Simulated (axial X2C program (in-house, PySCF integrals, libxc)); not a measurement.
# A two-component session on AsGe: properties at the nuclei

Wanted for AsGe: properties at the nuclei, at the two-component level.

Computed with an in-house X2C program for linear molecules on PySCF integrals. Level: two-component X2C with atomic mean-field terms, As dyall-cv3z, Ge dyall-cv3z.

All values are calculated.

## (1) The job

The input, task.json:

```json
{
 "zs": [
  33,
  32
 ],
 "q": 0,
 "bas": [
  "dyall-cv3z",
  "dyall-cv3z"
 ],
 "r0": 2.42,
 "levels": [
  "PBE0",
  "HF",
  "BP86",
  "TPSSh",
  "BHandHLYP"
 ],
 "nst": 3
}
```

Keys: zs atomic numbers; q charge; bas basis sets; r0 starting distance in Å; levels methods (HF also brings MP2); nst determinants followed.

On the command line:

```sh
> python soeom.py task.json out
```

The runs that follow: Expectation values, lowest determinant; Expectation values, a higher determinant; Expectation values, a higher determinant.

Before running it: what results should come out? Wanted: lowest determinant; Eeff magnitude; Ws magnitude As; A∥/gI As; qzz As; higher determinant (for each run or level that gives them).

The runs gave:

| quantity | value |
| --- | --- |
| lowest determinant | Ω = 3/2 (excess of +ω over −ω: ω = 3/2) |
| Eeff magnitude (GV/cm), PBE0 | 0.124 |
| Ws magnitude As (kHz), PBE0 | 0.0302 |
| A∥/gI As (MHz), PBE0 | 159 |
| qzz As (a.u.), PBE0 | -3.29 |
| higher determinant | Ω = 1/2 (excess of +ω over −ω: ω = 1/2) |
| Eeff magnitude (GV/cm), PBE0, higher determinant | 0.213 |
| Ws magnitude As (kHz), PBE0, higher determinant | 0.116 |
| A∥/gI As (MHz), PBE0, higher determinant | 1190 |
| qzz As (a.u.), PBE0, higher determinant | -3.39 |
| higher determinant | Ω = 1/2 (excess of +ω over −ω: 2 × ω = -1/2, ω = 3/2) |
| Eeff magnitude (GV/cm), PBE0, higher determinant | 0.0699 |
| Ws magnitude As (kHz), PBE0, higher determinant | 0.0516 |
| A∥/gI As (MHz), PBE0, higher determinant | -1260 |
| qzz As (a.u.), PBE0, higher determinant | -4.19 |

In words: In the first state, the effective field runs from 0.0771 to 0.733 GV/cm over the mean-field levels, so the levels don't agree on it. The expectation values come from single determinants, which for open shells can mix terms of unlike spin or miss the lowest Ω, so a determinant need not be a state. Eeff is the effective electric field on the electron dipole moment in this Ω state and Ws the scalar–pseudoscalar constant (defined with the proton number Z and per Ω); A∥ is the parallel hyperfine constant, which follows by multiplying with the nuclear g factor gI = μI/(I μN); qzz is the electric field gradient, eQq0 = 234.96 MHz × Q/barn × qzz; μ is positive if Ge is the positive end. The operators were transformed with the bare-nucleus X2C matrices.
